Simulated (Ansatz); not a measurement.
Write a Python script for Ansatz 0.2.0 through its Python package that makes a short molecular-dynamics run of CH₅FOSi, SMILES CO[SiH2]F. Level of theory: Hartree-Fock, def2-SVP basis, multiplicity 1.

```
atom    x (Å)    y (Å)    z (Å)
   C  -0.2302   1.0725  -0.6640
   O  -0.8705   0.0798   0.0937
  Si   0.0977  -1.1000   0.6864
   F   1.1764  -1.5725  -0.4830
   H   0.1819   0.7154  -1.6074
   H  -1.0708   1.8283  -0.9734
   H   0.4870   1.6816  -0.0890
   H  -0.6369  -2.2308   1.1774
   H   0.9538  -0.5205   1.8422
```

`md_ch5fosi.py`
```python
"""Molecular dynamics of one CH5FOSi molecule."""

import ansatz as az
from ase import Atoms
import numpy as np

atoms = Atoms(["C", "O", "Si", "F", "H", "H", "H", "H", "H"], positions=[
    (-0.2302, 1.0725, -0.664),
    (-0.8705, 0.0798, 0.0937),
    (0.0977, -1.1, 0.6864),
    (1.1764, -1.5725, -0.483),
    (0.1819, 0.7154, -1.6074),
    (-1.0708, 1.8283, -0.9734),
    (0.487, 1.6816, -0.089),
    (-0.6369, -2.2308, 1.1774),
    (0.9538, -0.5205, 1.8422),
])
mol = az.Crystal.molecule_from_ase(atoms)

model = (
    mol.calculation()
    .basis(gaussian="def2-SVP")
    .functional("hf")
    .scf(lower_state_search="light")
    .md("nve", timestep=0.25, steps=30, temperature=500, initial_velocities="maxwell_boltzmann", seed=45)
)
frames = []
res = model.session().plan().execute(on_event=lambda e: frames.append(e["data"]) if e["event"] == "md_step" else None)
print("t (fs)   E_pot (eV)      E_kin (eV)   T (K)   d(0-1) (A)")
for f in frames[::3]:
    xyz = np.array(f["positions_ang"])
    print(f"{f['time_fs']:6.2f} {f['lagrangian_ev']:14.5f} {f['e_kin_ev']:10.5f} {f['temperature_k']:8.1f} {np.linalg.norm(xyz[0] - xyz[1]):9.4f}")
kept = np.array([f["conserved_ev"] for f in frames])
print(f"conserved energy moves by at most {1000 * np.ptp(kept):.3f} meV")
```

`python md_ch5fosi.py` gives:
```text
t (fs)   E_pot (eV)      E_kin (eV)   T (K)   d(0-1) (A)
  0.00   -13709.91680    0.45241    500.0    1.4034
  0.75   -13709.96859    0.50403    557.0    1.3980
  1.50   -13710.01952    0.55471    613.1    1.3934
  2.25   -13710.03592    0.57088    630.9    1.3897
  3.00   -13709.99151    0.52652    581.9    1.3870
  3.75   -13709.89818    0.43360    479.2    1.3852
  4.50   -13709.81318    0.34897    385.7    1.3843
  5.25   -13709.78515    0.32082    354.6    1.3841
  6.00   -13709.79900    0.33430    369.5    1.3847
  6.75   -13709.80734    0.34253    378.6    1.3858
  7.50   -13709.79172    0.32706    361.5    1.3875
conserved energy moves by at most 0.879 meV
```

These settings explore the input space; basis and method may be short of convergence. The trajectory is only some femtoseconds long, so its temperature is not equilibrated; where the script doesn't relax first, it starts from a rough generated geometry. The temperature counts the internal degrees of freedom alone. Wall time of the script: 36 s on 1 thread of Arm Neoverse V1, on a shared host, peak memory 0.22 GiB.
